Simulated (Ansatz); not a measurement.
**Orthosilicic acid (SiH₄O₄): how energies converge with the basis set**

One table from this session's results is given with a row withheld; the runs are named, their logs left out.

The runs use Ansatz 0.2.0, Gaussian basis; one geometry, several basis sets.

Plan: PBE0-D4/def2-SVP; ωB97M-V/def2-SVP; PBE0-D4/def2-QZVPP; ωB97M-V/def2-QZVPP; CCSD(T)/cc-pV(D+d)Z; CCSD(T)/cc-pV(T+d)Z; CCSD(T)/cc-pV(Q+d)Z; the functionals' def2-TZVPP values are taken from earlier runs.

### The relaxed structure

All runs share one geometry, relaxed beforehand with PBE0-D4 in a triple-zeta def2 set.

9 atoms, charge 0, spin multiplicity 1.

Atoms are counted from 1 here; the program's logs count them from 0.

Bond lengths: O1–Si2 1.631 Å, O1–H6 0.958 Å, Si2–O3 1.631 Å, Si2–O4 1.631 Å, Si2–O5 1.631 Å, O3–H7 0.958 Å, O4–H8 0.958 Å, O5–H9 0.958 Å. Angles: Si2–O1–H6 116.6°, O1–Si2–O3 106.4°, O1–Si2–O4 115.8°, O1–Si2–O5 106.4°, O3–Si2–O4 106.4°, O3–Si2–O5 115.8°, O4–Si2–O5 106.4°, Si2–O3–H7 116.6°, Si2–O4–H8 116.6°, Si2–O5–H9 116.6°.

The first run:

File in.yaml:

```yaml
crystal:
  periodic: [false, false, false]
  atoms:
    - {symbol: O, position_ang: [-0.969063, 0.776327, -1.057561]}
    - {symbol: Si, position_ang: [-0.000026, -0.000002, -0.000043]}
    - {symbol: O, position_ang: [1.527557, 0.433665, -0.372193]}
    - {symbol: O, position_ang: [-0.043146, -1.629307, -0.059865]}
    - {symbol: O, position_ang: [-0.515439, 0.419344, 1.489445]}
    - {symbol: H, position_ang: [-0.639600, 0.869499, -1.952410]}
    - {symbol: H, position_ang: [2.226326, -0.134855, -0.045880]}
    - {symbol: H, position_ang: [-0.768247, -2.056200, 0.398349]}
    - {symbol: H, position_ang: [-0.818362, 1.321538, 1.600168]}
basis:
  gaussian: {orbitals: def2-SVP}
hamiltonian: {xc: pbe0, dispersion: d4}
output: {orbitals: {seedname: orbitals}}
```

Run with:

```
ansatz run in.yaml --threads 2 --pin off --events-out ev --progress --plain --max-ram 32768MiB --backend cpu
```

Among the steps run: PBE0-D4 in def2-SVP; ωB97M-V in def2-SVP; PBE0-D4 in def2-QZVPP; ωB97M-V in def2-QZVPP.

One table of the session follows, with a row left open; its other results are not shown here.

| functional | basis | HOMO (eV) | LUMO (eV) |
| --- | --- | --- | --- |
| PBE0-D4 | def2-SVP | -8.78 | 1.14 |
| PBE0-D4 | def2-TZVPP | -9.12 | 0.47 |
| PBE0-D4 | def2-QZVPP | -9.19 | 0.08 |
| ωB97M-V | def2-SVP | -11.23 | 2.80 |
| ωB97M-V | def2-TZVPP | ? | ? |
| ωB97M-V | def2-QZVPP | -11.68 | 1.35 |

Estimate the missing values for ωB97M-V, def2-TZVPP.

The run gave: HOMO (eV): -11.59; LUMO (eV): 1.94. In the column «HOMO (eV)» it lies between ωB97M-V, def2-QZVPP (-11.68) and ωB97M-V, def2-SVP (-11.23).
